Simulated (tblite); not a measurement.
# C3H11B2NSi: the cost of one run

The runs use tblite 0.8.0 and PySCF 2.14.0, with density-fitted response routines of our own; the level of theory stands in each step. All values are computed, except where a source is named. Atoms count from 0, in the outputs and in this text.

## (1) The molecule as given

18 atoms, charge 0, multiplicity 1; geometry from: force field or distance geometry start.

Bonds of the start (Å): B0–Si1 1.93, Si1–N2 1.80, N2–B3 1.54, B3–C4 1.58, C4–C5 1.46, C5–C6 1.32, B0–H7 1.18, B0–H8 1.18, Si1–H9 1.44, Si1–H10 1.48, N2–H11 1.05, B3–H12 1.17, C4–H13 1.12, C4–H14 1.11, C5–H15 1.09, C6–H16 1.10, C6–H17 1.10.

## (2) Optimising the geometry with GFN2-xTB

What the job is given:

```
{"job": {"kind": "relax", "xc": "GFN2-xTB", "basis": "xTB"}, "charge": 0, "multiplicity": 1}
B     -3.645600     0.940800     0.467300
Si    -2.239300    -0.223500    -0.163300
N     -0.952000    -0.180700     1.098700
B      0.377900     0.332200     0.524800
C      1.247800    -0.768100    -0.199100
C      2.676700    -0.464800    -0.275700
C      3.274800     0.608700     0.214100
H     -4.158800     0.640500     1.491600
H     -3.978600     1.892100    -0.145800
H     -1.773400     0.281400    -1.431000
H     -2.725200    -1.615700    -0.259400
H     -0.794500    -1.172600     1.395900
H      0.359700     1.464600     0.220000
H      0.838400    -0.962000    -1.225100
H      1.114300    -1.711500     0.378900
H      3.333000    -1.190200    -0.765900
H      4.364400     0.768000     0.131800
H      2.671900     1.367300     0.736400
```

On the command line:

```console
OMP_NUM_THREADS=1 python probes_run.py task.json out
```

This one command runs all jobs of the session in turn.

Q: Estimate the wall time of this first job on 1 thread of Arm Neoverse V1, shared host.

About 1.9 s.
